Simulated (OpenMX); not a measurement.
Crystal: HfIn4SiO6.

```xyz
12
Lattice="5.3316 0.0159 -0.0484 -2.5793 4.8820 -0.0191 -1.5181 -1.2222 9.4552" Properties=species:S:1:pos:R:3 pbc="T T T"
Hf    0.4788   -0.1503    3.7956
In   -2.0281    1.7443    8.2116
In    0.4038    3.1078    3.2589
In    2.0643    1.3901    1.1100
In    2.8549    1.2057    5.2841
Si    2.1961    4.5946    0.2960
O    -0.3796    1.3897    4.6000
O     2.3277    3.2702    4.5516
O     1.3322    1.9300    9.2685
O     4.9498   -0.2322    1.9726
O    -1.2826   -0.1993    9.2428
O     0.5784    4.6309   -0.0414
```

The cell was built by a generator and needn't be a form met in nature.

Base run:

```yaml
Program: OpenMX 3.8.5
Functional: PBE
Potentials_or_basis: OpenMX 2013 PBE set, Hf7.0-s3p2d2f1, In7.0-s3p2d2, Si7.0-s2p2d1, O6.0-s2p2d1, grid cutoff 500 Ry
k_mesh: 7 × 7 × 3
Occupations: fermi-dirac, width 0.05 eV
Spin: no spin polarisation
```

Its results: band gap on the k mesh 1.07 eV, indirect (least direct gap 1.22 eV); pressure 0.9 GPa; largest force 0.678 eV/Å.

The run is repeated on the same cell with these changes: potentials or basis from OpenMX 2013 PBE set, Hf7.0-s3p2d2f1, In7.0-s3p2d2, Si7.0-s2p2d1, O6.0-s2p2d1, grid cutoff 500 Ry to OpenMX 2013 PBE set, Hf7.0-s3p2d2, In7.0-s3p2d1, Si7.0-s2p1d1, O6.0-s2p2, grid cutoff 500 Ry. What comes out?

Band gap on the k mesh 1.03 eV, indirect (least direct gap 1.23 eV); pressure 1.8 GPa; largest force 0.830 eV/Å.

Caveats: spin-orbit coupling is left out, which moves the levels of the heavy elements; the basis of atomic orbitals isn't converged, which shifts pressures, moduli and gaps; an odd mesh through Γ misses points on the zone boundary, where band edges often lie (some runs).

Not every run made on this cell is shown here.
